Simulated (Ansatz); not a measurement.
Working through energies of removing a hydrogen of CH₆OSi, SMILES CO[SiH3]

Program: Ansatz 0.2.0 through its Python package.

The cells in order, each with its output:

**Cell 1**
```python
import ansatz


def single_point(molecule, charge=0, unpaired=0):
    calc = (
        molecule.calculation()
        .basis(gaussian="cc-pVTZ")  # the orbital basis, by name
        .functional("cam_b3lyp")
    )
    if charge:
        calc = calc.charge(charge)
    if unpaired:
        calc = calc.spin("collinear", total=unpaired)
    report = calc.run().report
    if report["published_state_doubts"]:
        print("  doubts:", report["published_state_doubts"])
    return report["free_energy_ev"]
```

**Cell 2**
```python
GEOMETRY = """
C    -0.39400    0.95490   -0.76650
O     0.65290    0.13850   -0.52250
Si    0.47820   -0.98120    0.68130
H    -1.25440    0.44240   -1.08790
H    -0.16690    1.65840   -1.62060
H    -0.67400    1.63790    0.09250
H     1.78760   -1.77090    0.80320
H    -0.59270   -1.86240    0.38630
H     0.25170   -0.26400    2.01720
"""
```

**Cell 3**
```python
def without(molecule, index):
    rest = ansatz.Crystal.molecule()
    for i, site in enumerate(molecule.cartesian_sites):
        if i != index:
            rest = rest.atom(site.symbol, site.position_ang)
    return rest
```

**Cell 4**
```python
system = ansatz.Crystal.molecule()
for line in GEOMETRY.strip().splitlines():
    symbol, *xyz = line.split()
    system = system.atom(symbol, [float(v) for v in xyz])
```

**Cell 5**
```python
whole = single_point(system, 0)
hydrogen = single_point(ansatz.Crystal.molecule().atom("H", (0, 0, 0)), 0, 1)
print(f"E(molecule) = {whole:.5f} eV, E(H) = {hydrogen:.5f} eV")
for index in [5, 8]:
    radical = single_point(without(system, index), 0, 1)
    print(f"H{index}: homolysis {96.485332 * (radical + hydrogen - whole):.1f} kJ/mol")
    anion = single_point(without(system, index), -1)
    print(f"H{index}: loss of a proton {96.485332 * (anion - whole):.1f} kJ/mol")
```
Output:
```text
E(molecule) = -11060.10223 eV, E(H) = -13.57340 eV
H5: homolysis 443.2 kJ/mol
H5: loss of a proton 1787.7 kJ/mol
H8: homolysis 399.8 kJ/mol
H8: loss of a proton 1676.6 kJ/mol
```

Notes:
- Total energies depend on the basis set; only differences at equal settings carry meaning.
- The geometry is a force-field or estimated start, not a minimum of this method, and the basis set is short of its limit. All parts are taken at fixed geometry, without zero-point energy.
- Anions want diffuse functions, which this basis lacks.
- Wall time of the script: 31 s on 1 thread of Arm Neoverse V1 (shared host), peak memory 0.44 GiB.
